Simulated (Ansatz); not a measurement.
# C₂H₆AlFO₂: a ladder of functionals and wavefunction methods

The task here is to estimate one member of a computed series from the others.

The runs use Ansatz 0.2.0, Gaussian basis; functionals in def2-TZVPP, the program's frozen cores in correlated methods.

The runs, in order: LDA (SPW92), PBE-D4, revPBE-D4, BLYP-D4, r2SCAN-D4, B97M-V, PBE0-D4, B3LYP-D4, r2SCANh-D4, r2SCAN0-D4, HSE06-D4, BHLYP-D4, CAM-B3LYP-D4, LC-ωPBE, ωB97X-V, ωB97M-V, B2PLYP, PBE-QIDH; CCSD(T)/def2-SVP; CCSD(T)/def2-TZVPP; MP2/def2-QZVPP; extrapolation to the limit; RPA on PBE.

## The relaxed structure

All runs share one geometry, relaxed beforehand with PBE0-D4 in a triple-zeta def2 set.

SMILES `C[O][Al]([F])[O]C`, 12 atoms, charge 0, spin multiplicity 1.

Atoms are counted from 1 here; the program's logs count them from 0.

Bond lengths: C1–O2 1.395 Å, C1–H7 1.095 Å, C1–H8 1.097 Å, C1–H9 1.095 Å, O2–Al3 1.669 Å, Al3–F4 1.639 Å, Al3–O5 1.669 Å, O5–C6 1.395 Å, C6–H10 1.095 Å, C6–H11 1.095 Å, C6–H12 1.097 Å. Angles: O2–C1–H7 110.0°, O2–C1–H8 112.8°, O2–C1–H9 110.0°, H7–C1–H8 107.9°, H7–C1–H9 107.9°, H8–C1–H9 108.0°, C1–O2–Al3 139.5°, O2–Al3–F4 117.0°, O2–Al3–O5 126.0°, F4–Al3–O5 117.0°, Al3–O5–C6 139.9°, O5–C6–H10 110.0°, O5–C6–H11 110.0°, O5–C6–H12 112.8°, H10–C6–H11 107.9°, H10–C6–H12 108.0°, H11–C6–H12 108.0°.

Set-up of the first run:

File in.yaml:

```yaml
crystal:
  periodic: [false, false, false]
  atoms:
    - {symbol: C, position_ang: [-1.234701, -1.590592, 0.559447]}
    - {symbol: O, position_ang: [-1.271360, -0.286897, 1.055322]}
    - {symbol: Al, position_ang: [-0.478035, 1.168663, 0.858954]}
    - {symbol: F, position_ang: [-0.993779, 2.425802, 1.774840]}
    - {symbol: O, position_ang: [0.791652, 1.461471, -0.183716]}
    - {symbol: C, position_ang: [1.572030, 0.794032, -1.128022]}
    - {symbol: H, position_ang: [-1.051493, -2.297060, 1.375357]}
    - {symbol: H, position_ang: [-0.452827, -1.736280, -0.195585]}
    - {symbol: H, position_ang: [-2.196533, -1.844939, 0.102735]}
    - {symbol: H, position_ang: [2.625329, 0.821809, -0.831073]}
    - {symbol: H, position_ang: [1.483355, 1.285510, -2.102167]}
    - {symbol: H, position_ang: [1.283262, -0.256619, -1.251893]}
basis:
  gaussian: {orbitals: def2-TZVPP}
hamiltonian: {xc: lda}
output: {orbitals: {seedname: orbitals}}
```

Started as:

```bash
ansatz run in.yaml --threads 4 --pin off --events-out ev --progress --plain --max-ram 10444MiB
```

Among the steps run: LDA; PBE-D4 (GGA); revPBE-D4 (GGA); BLYP-D4 (GGA); r2SCAN-D4 (meta-GGA); B97M-V (meta-GGA); PBE0-D4 (hybrid); B3LYP-D4 (hybrid); r2SCANh-D4 (hybrid); r2SCAN0-D4 (hybrid); HSE06-D4 (hybrid); BHLYP-D4 (hybrid); CAM-B3LYP-D4 (range-separated); LC-ωPBE (range-separated); ωB97X-V (range-separated); ωB97M-V (range-separated); B2PLYP (double hybrid); PBE-QIDH (double hybrid).

One table of the session follows, with a row left open; its other results are not shown here.

It belongs to the step «Orbital energies across the functionals». 

```
  functional  HOMO (eV)  gap (eV)
 LDA (SPW92)          ?         ?
      PBE-D4      -6.64      5.22
   revPBE-D4      -6.57      5.32
     BLYP-D4      -6.55      5.18
   r2SCAN-D4      -6.97      6.03
      B97M-V      -7.09      5.80
     PBE0-D4      -8.23      7.72
    B3LYP-D4      -7.99      7.16
  r2SCANh-D4      -7.57      6.92
  r2SCAN0-D4      -8.47      8.24
    HSE06-D4      -7.83      6.94
    BHLYP-D4      -9.78     10.01
CAM-B3LYP-D4      -9.71     10.06
     LC-ωPBE     -11.03     12.75
     ωB97X-V     -10.71     12.16
     ωB97M-V     -10.63     11.72
```

Q: Estimate the row for LDA (SPW92) from the others.

As computed: HOMO (eV): -6.79; gap (eV): 5.10. In the column «HOMO (eV)» it lies between r2SCAN-D4 (-6.97) and PBE-D4 (-6.64).
